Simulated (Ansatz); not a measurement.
# C2H7BO: basis-set convergence

An exercise on one series of results from a longer session: the logs are not shown, and one member is left open.

The runs use Ansatz 0.2.0, Gaussian basis; one geometry, several basis sets.

Plan: PBE0-D4/def2-SVP; ωB97M-V/def2-SVP; PBE0-D4/def2-QZVPP; ωB97M-V/def2-QZVPP; the functionals' def2-TZVPP values are taken from earlier runs.

### The geometry

An earlier PBE0-D4 in a triple-zeta def2 set relaxation fixed the geometry.

11 atoms, charge 0, spin multiplicity 1.

Atoms are counted from 1 here; the program's logs count them from 0.

Bond lengths: B1–C2 1.546 Å, B1–H5 1.194 Å, B1–H6 1.197 Å, C2–O3 1.402 Å, C2–H7 1.109 Å, C2–H8 1.109 Å, O3–C4 1.400 Å, C4–H9 1.100 Å, C4–H10 1.090 Å, C4–H11 1.100 Å. Angles: C2–B1–H5 122.2°, C2–B1–H6 117.6°, H5–B1–H6 120.2°, B1–C2–O3 115.0°, B1–C2–H7 107.8°, B1–C2–H8 107.7°, O3–C2–H7 111.2°, O3–C2–H8 111.2°, H7–C2–H8 103.3°, C2–O3–C4 112.7°, O3–C4–H9 111.5°, O3–C4–H10 107.7°, O3–C4–H11 111.5°, H9–C4–H10 108.9°, H9–C4–H11 108.1°, H10–C4–H11 108.9°.

Set-up of the first run:

File in.yaml:

```yaml
crystal:
  periodic: [false, false, false]
  atoms:
    - {symbol: B, position_ang: [-1.411614, 1.340038, -0.461934]}
    - {symbol: C, position_ang: [-0.523466, 0.239682, 0.163460]}
    - {symbol: O, position_ang: [0.656109, -0.040670, -0.540812]}
    - {symbol: C, position_ang: [1.422271, -1.042322, 0.066454]}
    - {symbol: H, position_ang: [-1.110146, 1.904537, -1.469906]}
    - {symbol: H, position_ang: [-2.430481, 1.616973, 0.102329]}
    - {symbol: H, position_ang: [-0.304129, 0.535876, 1.209900]}
    - {symbol: H, position_ang: [-1.145871, -0.671268, 0.280620]}
    - {symbol: H, position_ang: [1.730096, -0.755331, 1.082404]}
    - {symbol: H, position_ang: [2.313515, -1.194083, -0.543190]}
    - {symbol: H, position_ang: [0.869115, -1.990531, 0.131274]}
basis:
  gaussian: {orbitals: def2-SVP}
hamiltonian: {xc: pbe0, dispersion: d4}
output: {orbitals: {seedname: orbitals}}
```

Command:

```
> ansatz run in.yaml --threads 2 --pin off --events-out ev --progress --plain --max-ram 4352MiB
```

Among the steps run: PBE0-D4 in def2-SVP; ωB97M-V in def2-SVP; PBE0-D4 in def2-QZVPP; ωB97M-V in def2-QZVPP.

One table of the session follows, with a row left open; its other results are not shown here.

It belongs to the step «Functionals by basis». 

```
functional       basis  HOMO (eV)
   PBE0-D4    def2-SVP      -7.35
   PBE0-D4  def2-TZVPP      -7.53
   PBE0-D4  def2-QZVPP          ?
   ωB97M-V    def2-SVP      -9.75
   ωB97M-V  def2-TZVPP      -9.94
   ωB97M-V  def2-QZVPP      -9.97
```

Estimate the missing values for PBE0-D4, def2-QZVPP.

**Answer.** HOMO (eV): -7.57. In the column «HOMO (eV)» it lies between ωB97M-V, def2-SVP (-9.75) and PBE0-D4, def2-TZVPP (-7.53).
